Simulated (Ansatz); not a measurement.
# CH₄BFN₂: up Jacob's ladder to CCSD(T)

The task here is to estimate one member of a computed series from the others.

Program: Ansatz 0.2.0, Gaussian basis. Level of theory: functionals in def2-TZVPP, the program's frozen cores in correlated methods. These are calculated values, not measurements.

Levels to be run: LDA (SPW92), PBE-D4, revPBE-D4, BLYP-D4, r2SCAN-D4, B97M-V, PBE0-D4, B3LYP-D4, r2SCANh-D4, r2SCAN0-D4, HSE06-D4, BHLYP-D4, CAM-B3LYP-D4, LC-ωPBE, ωB97X-V, ωB97M-V, B2PLYP, PBE-QIDH; CCSD(T)/def2-SVP; CCSD(T)/def2-TZVPP; MP2/def2-QZVPP; extrapolation to the limit; RPA on PBE.

## Structure used throughout

An earlier PBE0-D4 in a triple-zeta def2 set relaxation fixed the geometry.

SMILES `FB1NCN1`, 9 atoms, charge 0, spin multiplicity 1.

Atoms are counted from 1 here; the program's logs count them from 0.

Bond lengths: F1–B2 1.323 Å, B2–N3 1.428 Å, B2–N5 1.428 Å, N3–C4 1.464 Å, N3–H6 1.004 Å, C4–N5 1.464 Å, C4–H7 1.095 Å, C4–H8 1.095 Å, N5–H9 1.004 Å. Angles: F1–B2–N3 132.9°, F1–B2–N5 132.9°, N3–B2–N5 94.2°, B2–N3–C4 87.3°, B2–N3–H6 134.0°, C4–N3–H6 123.3°, N3–C4–N5 91.2°, N3–C4–H7 114.1°, N3–C4–H8 113.3°, N5–C4–H7 113.3°, N5–C4–H8 114.1°, H7–C4–H8 110.0°, B2–N5–C4 87.3°, B2–N5–H9 134.0°, C4–N5–H9 123.3°.

As a file:

```xyz
9
CH4BFN2
F     1.8813   -0.1136    1.5510
B     0.8643   -0.0547    0.7071
N     0.7604    0.3282   -0.6649
C    -0.6706    0.0343   -0.5665
N    -0.5267   -0.3509    0.8388
H     1.3065    0.1377   -1.4856
H    -1.0029   -0.7885   -1.2089
H    -1.3049    0.9130   -0.7262
H    -1.2191   -0.1520    1.5380
```

Set-up of the first run:

The input, in.yaml:

```yaml
crystal:
  periodic: [false, false, false]
  atoms:
    - {symbol: F, position_ang: [1.881317, -0.113579, 1.550991]}
    - {symbol: B, position_ang: [0.864307, -0.054654, 0.707109]}
    - {symbol: N, position_ang: [0.760438, 0.328193, -0.664941]}
    - {symbol: C, position_ang: [-0.670630, 0.034264, -0.566521]}
    - {symbol: N, position_ang: [-0.526652, -0.350873, 0.838812]}
    - {symbol: H, position_ang: [1.306548, 0.137726, -1.485551]}
    - {symbol: H, position_ang: [-1.002867, -0.788501, -1.208862]}
    - {symbol: H, position_ang: [-1.304882, 0.912992, -0.726160]}
    - {symbol: H, position_ang: [-1.219078, -0.151966, 1.538023]}
basis:
  gaussian: {orbitals: def2-TZVPP}
hamiltonian: {xc: lda}
output: {orbitals: {seedname: orbitals}}
```

Among the steps run: LDA; PBE-D4 (GGA); revPBE-D4 (GGA); BLYP-D4 (GGA); r2SCAN-D4 (meta-GGA); B97M-V (meta-GGA); PBE0-D4 (hybrid); B3LYP-D4 (hybrid); r2SCANh-D4 (hybrid); r2SCAN0-D4 (hybrid); HSE06-D4 (hybrid); BHLYP-D4 (hybrid); CAM-B3LYP-D4 (range-separated); LC-ωPBE (range-separated); ωB97X-V (range-separated); ωB97M-V (range-separated); B2PLYP (double hybrid); PBE-QIDH (double hybrid).

One of the session's tables, all rows but one given; the rest of the session is left out.

It belongs to the step «Frontier levels by functional». 

| functional | HOMO (eV) | LUMO (eV) | gap (eV) |
| --- | --- | --- | --- |
| LDA (SPW92) | -6.10 | 0.19 | 6.29 |
| PBE-D4 | -5.93 | 0.28 | 6.20 |
| revPBE-D4 | -5.86 | 0.31 | 6.17 |
| BLYP-D4 | -5.80 | 0.22 | 6.02 |
| r2SCAN-D4 | -6.23 | 1.06 | 7.29 |
| B97M-V | -6.34 | 0.49 | 6.84 |
| PBE0-D4 | -7.38 | 1.05 | 8.43 |
| B3LYP-D4 | -7.12 | 0.69 | 7.81 |
| r2SCANh-D4 | -6.77 | 1.27 | 8.04 |
| r2SCAN0-D4 | -7.60 | 1.56 | 9.16 |
| HSE06-D4 | ? | ? | ? |
| BHLYP-D4 | -8.75 | 1.56 | 10.31 |
| CAM-B3LYP-D4 | -8.81 | 1.73 | 10.54 |
| LC-ωPBE | -10.22 | 2.99 | 13.21 |
| ωB97X-V | -9.84 | 2.81 | 12.65 |
| ωB97M-V | -9.75 | 2.28 | 12.03 |

Estimate the missing values for HSE06-D4.

The run gave: HOMO (eV): -6.97; LUMO (eV): 0.69; gap (eV): 7.66. In the column «HOMO (eV)» it lies between B3LYP-D4 (-7.12) and r2SCANh-D4 (-6.77).
